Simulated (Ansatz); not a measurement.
# ClH3MoN2O: up Jacob's ladder to CCSD(T)

One table from this session's results is given with a row withheld; the runs are named, their logs left out.

Method: functionals in def2-TZVPP, the program's frozen cores in correlated methods; program: Ansatz 0.2.0, Gaussian basis.

The runs, in order: LDA (SPW92), PBE-D4, revPBE-D4, BLYP-D4, r2SCAN-D4, B97M-V, PBE0-D4, B3LYP-D4, r2SCANh-D4, r2SCAN0-D4, HSE06-D4, BHLYP-D4, CAM-B3LYP-D4, LC-ωPBE, ωB97X-V, ωB97M-V, B2PLYP, PBE-QIDH; CCSD(T)/def2-SVP; CCSD(T)/def2-TZVPP; MP2/def2-QZVPP; extrapolation to the limit; RPA on PBE.

## The relaxed structure

The geometry comes from an earlier relaxation with PBE0-D4 in a triple-zeta def2 set; it is a stationary point, not always the lowest conformer. Mo takes the def2 core potential; no spin-orbit term is included.

8 atoms, charge 0, spin multiplicity 1.

Atoms are counted from 1 here; the program's logs count them from 0.

Bond lengths: N1–Mo2 1.720 Å, N1–H6 1.012 Å, Mo2–N3 1.717 Å, Mo2–O4 1.882 Å, Mo2–Cl5 2.281 Å, N3–H7 1.011 Å, O4–H8 0.961 Å. Angles: Mo2–N1–H6 152.0°, N1–Mo2–N3 110.0°, N1–Mo2–O4 109.1°, N1–Mo2–Cl5 107.8°, N3–Mo2–O4 107.7°, N3–Mo2–Cl5 108.3°, O4–Mo2–Cl5 114.0°, Mo2–N3–H7 154.7°, Mo2–O4–H8 119.3°.

Coordinates:

```mol
ClH3MoN2O
  3D, bonds by distance, orders not assigned

  8  7  0  0  0  0  0  0  0  0999 V2000
   -1.0652    0.8036    0.6623 N   0  0
    0.0700    0.0171   -0.3621 Mo  0  0
    1.6393    0.0958    0.3307 N   0  0
   -0.3962   -1.7997   -0.5170 O   0  0
    0.1086    1.1362   -2.3497 Cl  0  0
   -1.3010    1.3603    1.4736 H   0  0
    2.3263    0.4068    1.0039 H   0  0
   -1.2896   -2.0771   -0.2975 H   0  0
  1  2  8  0
  2  3  8  0
  2  4  8  0
  2  5  8  0
  1  6  8  0
  3  7  8  0
  4  8  8  0
M  END
```

The first run:

The input, in.yaml:

```yaml
crystal:
  periodic: [false, false, false]
  atoms:
    - {symbol: N, position_ang: [-1.065226, 0.803638, 0.662345]}
    - {symbol: Mo, position_ang: [0.069973, 0.017065, -0.362096]}
    - {symbol: N, position_ang: [1.639314, 0.095836, 0.330713]}
    - {symbol: O, position_ang: [-0.396230, -1.799731, -0.517031]}
    - {symbol: Cl, position_ang: [0.108553, 1.136207, -2.349677]}
    - {symbol: H, position_ang: [-1.301047, 1.360272, 1.473575]}
    - {symbol: H, position_ang: [2.326307, 0.406786, 1.003937]}
    - {symbol: H, position_ang: [-1.289643, -2.077074, -0.297466]}
basis:
  gaussian: {orbitals: def2-TZVPP}
hamiltonian: {xc: lda}
output: {orbitals: {seedname: orbitals}}
```

Run with:

```
> ansatz run in.yaml --threads 4 --pin off --events-out ev --progress --plain --max-ram 10444MiB
```

Among the steps run: LDA; PBE-D4 (GGA); revPBE-D4 (GGA); BLYP-D4 (GGA); r2SCAN-D4 (meta-GGA); B97M-V (meta-GGA); B3LYP-D4 (hybrid); r2SCANh-D4 (hybrid); r2SCAN0-D4 (hybrid); HSE06-D4 (hybrid); BHLYP-D4 (hybrid); CAM-B3LYP-D4 (range-separated); LC-ωPBE (range-separated); ωB97X-V (range-separated); ωB97M-V (range-separated); B2PLYP (double hybrid); PBE-QIDH (double hybrid).

One table of the session follows, with a row left open; its other results are not shown here.

It belongs to the step «Orbital energies across the functionals». 

```
  functional  HOMO (eV)  LUMO (eV)  gap (eV)
 LDA (SPW92)      -6.92      -2.92      4.00
      PBE-D4      -6.74      -2.70      4.04
   revPBE-D4      -6.68      -2.61      4.07
     BLYP-D4      -6.60      -2.60      4.00
   r2SCAN-D4      -7.05      -2.66      4.39
      B97M-V      -7.11      -2.61      4.50
     PBE0-D4      -8.09      -1.96      6.13
    B3LYP-D4      -7.84      -2.18      5.66
  r2SCANh-D4      -7.55      -2.38      5.18
  r2SCAN0-D4      -8.31      -1.94      6.37
    HSE06-D4      -7.69      -2.34      5.35
    BHLYP-D4      -9.31      -1.08      8.24
CAM-B3LYP-D4      -9.42      -0.92      8.51
     LC-ωPBE     -10.77       0.20     10.97
     ωB97X-V          ?          ?         ?
     ωB97M-V     -10.30       0.12     10.41
```

Estimate the missing values for ωB97X-V.

**Answer.** HOMO (eV): -10.41; LUMO (eV): 0.15; gap (eV): 10.55. In the column «HOMO (eV)» it lies between LC-ωPBE (-10.77) and ωB97M-V (-10.30).
